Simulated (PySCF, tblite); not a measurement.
# C₆H₆O₃S: geometry, infrared bands and NMR shifts

Wanted: the infrared bands and NMR shifts of C₆H₆O₃S (`O=S(=O)(O)C=C1C=CC=C1`), by calculation.

Computed with tblite 0.8.0 and PySCF 2.14.0, with density-fitted response routines of our own, on a single molecule in the gas phase. Atoms are numbered from 0 throughout.

**1. The starting structure**

16 atoms, charge 0, multiplicity 1; geometry from: force field or distance geometry start.

Bonds of the start (Å): O0–S1 1.46, S1–O2 1.43, S1–O3 1.61, S1–C4 1.71, C4–C5 1.33, C5–C6 1.46, C6–C7 1.35, C7–C8 1.45, C8–C9 1.35, C9–C5 1.45, O3–H10 0.98, C4–H11 1.08, C6–H12 1.07, C7–H13 1.08, C8–H14 1.07, C9–H15 1.08.

**2. Relaxing the molecule with GFN2-xTB**

The job: settings as JSON, then the geometry in Å.

```
{"job": {"kind": "relax", "xc": "GFN2-xTB", "basis": "xTB"}, "charge": 0, "multiplicity": 1}
O     -2.127800    -0.897800     1.569800
S     -2.310400    -0.238400     0.282100
O     -3.542200     0.404400    -0.050000
O     -2.101400    -1.353500    -0.860600
C     -0.997200     0.810800    -0.052500
C      0.280600     0.439300     0.033800
C      1.398900     1.333500    -0.261600
C      2.531300     0.634000    -0.054600
C      2.191100    -0.716800     0.365500
C      0.846900    -0.841000     0.429900
H     -2.978500    -1.526000    -1.264500
H     -1.274600     1.809700    -0.360400
H      1.322600     2.360100    -0.564400
H      3.539000     0.988000    -0.188000
H      2.907200    -1.471200     0.596400
H      0.306800    -1.726000     0.726900
```

On the command line:

```console
$ OMP_NUM_THREADS=1 python probes_run.py task.json out
```

The driver reads the jobs from task.json and runs them one after another.

**Question.** This job is followed by: GFN2-xTB harmonic vibrations, gas phase; GIAO PBE0/pcSseg-1 NMR shielding, non-relativistic, gas phase. Predict these results of the whole session: strongest single infrared mode (GFN2-xTB); zero-point energy (GFN2-xTB); ¹³C shifts against TMS (PBE0/pcSseg-1); ¹H shifts against TMS (PBE0/pcSseg-1); ¹⁷O shifts against H2O (PBE0/pcSseg-1, means over atoms taken as alike); ³³S shifts against CS2 (PBE0/pcSseg-1).

As calculated:

```
                                                               quantity                                         value
                              strongest single infrared mode (GFN2-xTB)                         1290 cm⁻¹, 435 km/mol
                                           zero-point energy (GFN2-xTB)                                 67.8 kcal/mol
                                 ¹³C shifts against TMS (PBE0/pcSseg-1)  161.7, 147.3, 144.0, 142.6, 132.2, 129.4 ppm
                                  ¹H shifts against TMS (PBE0/pcSseg-1)        7.23, 6.85, 6.76, 6.70, 6.11, 5.13 ppm
¹⁷O shifts against H2O (PBE0/pcSseg-1, means over atoms taken as alike)                              249.6, 233.9 ppm
                                 ³³S shifts against CS2 (PBE0/pcSseg-1)                                       306 ppm
```

**Reading.** The optimisation took 58 steps and gained 0.152 eV; among the close pairs (by a distance rule), S1–C4 changed most, from 1.714 to 1.778 Å. No mode is imaginary among the 42: a minimum at this level. The strongest single mode, at 1290 cm⁻¹, is spread over several atoms, S1, O0, O2 among them. Unscaled tight-binding wavenumbers are off by several per cent, some by more. Its intensities can rank the bands wrongly. At PBE0/pcSseg-1: The widest tensor belongs to S1: span 340 ppm, with a paramagnetic part of -851 ppm.
